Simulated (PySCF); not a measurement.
# C6H5F: the cost of one run

Programs: PySCF 2.14.0, with density-fitted response routines of our own. Each step states its level of theory. These are calculated values for one molecule in the gas phase, unless marked as measured. Atoms are numbered from 0 throughout.

### Step 1. The molecule as given

12 atoms, charge 0, multiplicity 1; geometry from: GFN2-xTB. The atoms were then displaced at random by about 0.01 Å, so the start is not that level's minimum.

Bonds of the start (Å): C0–C1 1.17, C1–C2 1.41, C2–C3 1.33, C2–C4 1.47, C4–C5 1.32, C5–F6 1.35, C0–H7 1.07, C3–H8 1.11, C3–H9 1.06, C4–H10 1.09, C5–H11 1.07.

### Step 2. Optimising the geometry at PBE0-D3(BJ)/def2-SVP

The job: settings as JSON, then the geometry in Å.

```
{"job": {"xc": "PBE0", "basis": "def2-SVP", "d3": "d3bj", "grid": 1, "shake": 0.01, "kind": "geom"}, "charge": 0, "multiplicity": 1}
C     -1.995490     0.683570    -1.182530
C     -1.205490     0.254700    -0.432800
C     -0.271390    -0.282460     0.471280
C     -0.627190    -0.919450     1.578230
C      1.157330    -0.115770     0.158670
C      1.594960     0.524740    -0.914810
F      2.919850     0.653580    -1.161760
H     -2.715170     1.105490    -1.853010
H     -1.707500    -1.038930     1.824480
H      0.040310    -1.338760     2.293290
H      1.858900    -0.527850     0.880960
H      0.990560     0.972880    -1.671020
```

Run with:

```sh
$ OMP_NUM_THREADS=1 python probes_run.py task.json out
```

The driver reads the jobs from task.json and runs them one after another.

**Question.** How long does this first job take on 1 thread of Arm Neoverse V1, shared host, and how much memory does it need?

About 48 s, with a peak of 0.51 GiB.
